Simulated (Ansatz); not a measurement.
Write a Python script for Ansatz's Python interface that makes a single point in a Gaussian basis of ClF2GeHS, SMILES [F][Ge]([F])([SH])[Cl]. Use: MP2, def2-TZVP basis, multiplicity 1.

```csv
atom,x (Å),y (Å),z (Å)
F,1.2999,-1.1172,1.4277
Ge,0.3351,-0.3746,0.0885
F,-0.4673,-1.6507,-0.8441
S,-1.1369,1.0085,0.8949
Cl,1.6792,0.7299,-1.2198
H,-1.6679,1.3400,-0.3933
```

`energy_clf2gehs.py`:
```python
"""Electronic structure of the ClF2GeHS molecule."""

from pathlib import Path
import logging
import sys

import ansatz
from ase import Atoms

logging.basicConfig(stream=sys.stdout, format="%(name)s: %(message)s")
log = logging.getLogger("calc")
log.setLevel(logging.INFO)

BASIS_SET = "def2-TZVP"
METHOD = "mp2"

atoms = Atoms(["F", "Ge", "F", "S", "Cl", "H"], positions=[
    (1.2999, -1.1172, 1.4277),
    (0.3351, -0.3746, 0.0885),
    (-0.4673, -1.6507, -0.8441),
    (-1.1369, 1.0085, 0.8949),
    (1.6792, 0.7299, -1.2198),
    (-1.6679, 1.34, -0.3933),
])
clf2gehs = ansatz.Crystal.molecule_from_ase(atoms)

calc = (
    clf2gehs.calculation()
    .basis(gaussian=BASIS_SET)
    .correlation(METHOD)
    .orbitals()
)
outcome = calc.run(runs_dir="out")
summary = outcome.report

log.info(f"E = {summary['free_energy_ev']:.6f} eV = {summary['free_energy_ev'] / 27.211386246:.7f} Ha")
print("converged:", summary["converged"], " doubts:", summary["published_state_doubts"] or "none")

print("correlation energy", round(summary["free_energy_ev"] - summary["reference_energy_ev"], 5), "eV")
cluster = summary["correlation"].get("coupled_cluster")
if cluster:
    print("cycles", cluster["cycles"], " T1 diagnostic", round(cluster["t1_diagnostic"], 4), " largest double", round(cluster["largest_double"], 4))

state = summary["mean_field"]["state"]
log.info(f"mean field: {state['energy']['hartree']:.7f} Ha, <S^2> = {abs(state['spin_squared']):.4f}, stability: {state.get('stability', {}).get('kind')}")

lines = Path(summary["orbitals_path"]).read_text().splitlines()
field_of = lambda key: [line.split("=")[1].strip() for line in lines if line.startswith(key)]
orbitals = [(27.211386 * float(e), s, float(n)) for e, s, n in zip(field_of("Ene="), field_of("Spin="), field_of("Occup="))]
homo = max(e for e, _, n in orbitals if n > 0.5)
lumo = min(e for e, _, n in orbitals if n < 0.5)
for e, spin, n in sorted(orbitals):
    if homo - 15 < e < lumo + 5:
        log.info(f"{spin:6s} {e:10.3f} eV  occupation {n:.0f}")
```

```console
$ python energy_clf2gehs.py
calc: E = -85259.133237 eV = -3133.2153557 Ha
converged: True  doubts: none
correlation energy -29.98298 eV
calc: mean field: -3132.1135015 Ha, <S^2> = 0.0000, stability: minimum
calc: Alpha     -20.970 eV  occupation 2
calc: Alpha     -18.672 eV  occupation 2
calc: Alpha     -18.298 eV  occupation 2
calc: Alpha     -18.263 eV  occupation 2
calc: Alpha     -17.769 eV  occupation 2
calc: Alpha     -17.439 eV  occupation 2
calc: Alpha     -16.158 eV  occupation 2
calc: Alpha     -15.604 eV  occupation 2
calc: Alpha     -13.994 eV  occupation 2
calc: Alpha     -13.572 eV  occupation 2
calc: Alpha     -13.193 eV  occupation 2
calc: Alpha     -11.679 eV  occupation 2
calc: Alpha       1.743 eV  occupation 0
calc: Alpha       2.402 eV  occupation 0
calc: Alpha       3.741 eV  occupation 0
calc: Alpha       4.166 eV  occupation 0
calc: Alpha       4.554 eV  occupation 0
```

What to keep in mind:
- Total energies depend on the basis set; only differences at equal settings carry meaning.
- The geometry is a force-field or estimated start, not a minimum of this method, and the basis set is short of its limit.
- Alpha marks a spatial orbital of a restricted run, filled by both spins.
- Levels such as HOMO and LUMO are orbital energies: in Hartree-Fock the gap is too wide and the LUMO hangs on the basis.
- Inner cores stay frozen; a filled d shell under the valence of the heavier atoms is correlated with it.
- S² is that of the Hartree-Fock reference.
- It ran for 8.7 s on 1 thread of Arm Neoverse V1, on a shared host, peak memory 0.47 GiB.
